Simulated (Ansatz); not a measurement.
**BrH3OSn: small, medium and large basis sets**

An exercise on one series of results from a longer session: the logs are not shown, and one member is left open.

Method: one geometry, several basis sets; program: Ansatz 0.2.0, Gaussian basis.

The runs, in order: PBE0-D4/def2-SVP; ωB97M-V/def2-SVP; PBE0-D4/def2-QZVPP; ωB97M-V/def2-QZVPP; the functionals' def2-TZVPP values are taken from earlier runs.

**Structure used throughout**

All runs share one geometry, relaxed beforehand with PBE0-D4 in a triple-zeta def2 set. Sn takes the def2 core potential; no spin-orbit term is included.

SMILES `[OH][SnH2][Br]`, 6 atoms, charge 0, spin multiplicity 1.

Atoms are counted from 1 here; the program's logs count them from 0.

Bond lengths: O1–Sn2 1.953 Å, O1–H4 0.960 Å, Sn2–Br3 2.480 Å, Sn2–H5 1.702 Å, Sn2–H6 1.694 Å. Angles: Sn2–O1–H4 113.5°, O1–Sn2–Br3 107.1°, O1–Sn2–H5 110.5°, O1–Sn2–H6 104.9°, Br3–Sn2–H5 106.5°, Br3–Sn2–H6 109.5°, H5–Sn2–H6 117.8°.

Set-up of the first run:

in.yaml reads:

```yaml
crystal:
  periodic: [false, false, false]
  atoms:
    - {symbol: O, position_ang: [-1.483542, -0.348609, -0.301413]}
    - {symbol: Sn, position_ang: [0.264917, 0.377498, 0.179450]}
    - {symbol: Br, position_ang: [1.773204, -1.551321, 0.571818]}
    - {symbol: H, position_ang: [-1.448340, -0.994976, -1.010750]}
    - {symbol: H, position_ang: [0.926582, 1.252097, -1.122381]}
    - {symbol: H, position_ang: [0.009178, 1.201211, 1.637075]}
basis:
  gaussian: {orbitals: def2-SVP}
hamiltonian: {xc: pbe0, dispersion: d4}
output: {orbitals: {seedname: orbitals}}
```

Among the steps run: PBE0-D4 in def2-SVP; ωB97M-V in def2-SVP; PBE0-D4 in def2-QZVPP; ωB97M-V in def2-QZVPP.

One table of the session follows, with a row left open; its other results are not shown here.

It belongs to the step «Functionals by basis». 

```
functional       basis  HOMO (eV)
   PBE0-D4    def2-SVP      -8.19
   PBE0-D4  def2-TZVPP      -8.34
   PBE0-D4  def2-QZVPP          ?
   ωB97M-V    def2-SVP     -10.36
   ωB97M-V  def2-TZVPP     -10.54
   ωB97M-V  def2-QZVPP     -10.57
```

Estimate the missing values for PBE0-D4, def2-QZVPP.

**Answer.** HOMO (eV): -8.36. In the column «HOMO (eV)» it lies between ωB97M-V, def2-SVP (-10.36) and PBE0-D4, def2-TZVPP (-8.34).
